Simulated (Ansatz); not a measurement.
**Mo (sc type): how the settings move a single-point run**

Question: which choices in the input matter for Mo (sc type)?

Program: Ansatz 0.2.0. Level of theory: reference: DFT, LDA, PAW with Ansatz's default frozen-core files, scalar-relativistic. These are calculated values, not measurements.

1 further run of the same task is left out (it didn't finish). Runs told in other sessions of the task aren't counted.

### Step 1. The starting structure

Symmetry: Pm-3m, No. 221, cubic system. The conventional cell has a = 2.448 Å, b = 2.448 Å, c = 2.448 Å, α = 90.00°, β = 90.00°, γ = 90.00°. Mo (site symmetry m-3m) has 6 Mo at 2.45 Å in its first shell of neighbours.

Coordinates:

```xyz
1
Lattice="2.4482 0.0000 0.0000 0.0000 2.4482 0.0000 0.0000 0.0000 2.4482" Properties=species:S:1:pos:R:3 pbc="T T T"
Mo    0.0000    0.0000    0.0000
```

### Step 2. Reference

Contents of input.yaml:

```yaml
crystal:
  lattice:
    - [2.4481722502, 0.0, 0.0]
    - [0.0, 2.4481722502, 0.0]
    - [0.0, 0.0, 2.4481722502]
  atoms:
    - { symbol: Mo, position: [0.0, 0.0, 0.0] }
kpoints:
  mp_grid: { grid: [17, 17, 17] }
scf:
  occupations: { method: fermi_dirac, width: 0.05 }
hamiltonian:
  xc: lda
  pseudopotentials: { kind: paw }
output:
  forces: true
  stress: true
  eigenvalues: true
basis:
  ecutwfc: 250
```

Started as:

```bash
ansatz run input.yaml --threads 1 --pin off --max-ram 2048MiB --backend cpu --events-out ev --progress --plain --runs-dir out
```

### Step 3. Changed: dispersion d4, hubbard.sites [{species: Mo, l: d, u_eff: 6.0}], hubbard.double_counting fll

input.yaml, as its differences from that of step 2:

```diff
@@ -14,2 +14,4 @@
   pseudopotentials: { kind: paw }
+  dispersion: d4
+  hubbard: { sites: [{ species: Mo, l: d, u_eff: 6.0 }], double_counting: fll }
 output:
```

**Question.** What will these runs give? Wanted: for each run, ending; energy change; pressure; gap; force.

The runs gave:

| run | ending | energy change | pressure (GPa) | gap (eV) | force (eV/Å) | cycles | time |
| --- | --- | --- | --- | --- | --- | --- | --- |
| reference | converged | 0 | 37.5 | 0.00 | 0.00 | 6 | 1.4 s |
| 1: dispersion d4, hubbard.sites [{species: Mo, l: d, u_eff: 6.0}], hubbard.double_counting fll | converged | +6.56 eV/atom (Hubbard term changed: no physical gain or loss) (dispersion and other settings together) | 35.9 | 0.00 | 0.00 | 6 | 3 s |

Residual by cycle in the longest SCF loop of each run; runs are numbered as in the table. The quantity is the density residual dr2, in eV.

| cycle | reference | run 1 |
| --- | --- | --- |
| 1 | 0.0287 | 0.989 |
| 2 | 0.00546 | 0.243 |
| 3 | 2.0e-5 | 0.00316 |
| 4 | 3.1e-6 | 3.0e-5 |
| 5 | 3.7e-9 | 6.9e-6 |
| 6 | 1.3e-10 | 2.3e-8 |

**Reading.** Changing the dispersion term, Hubbard U and double counting of the Hubbard term moves the energy by +6.56 eV/atom, and the pressure goes from 37.5 to 35.9 GPa. The U term adds an energy of its own, so the shift says nothing about which run is better. The dispersion term itself accounts for -647.3 meV/atom of it. Its damping parameters are borrowed, as the log notes. Cost: 3 s against 1.4 s. A changed U is a change of model: its shifts are not errors of convergence. The structure is not at rest: the sound run finds 37 GPa, so these are no properties of the relaxed crystal. 
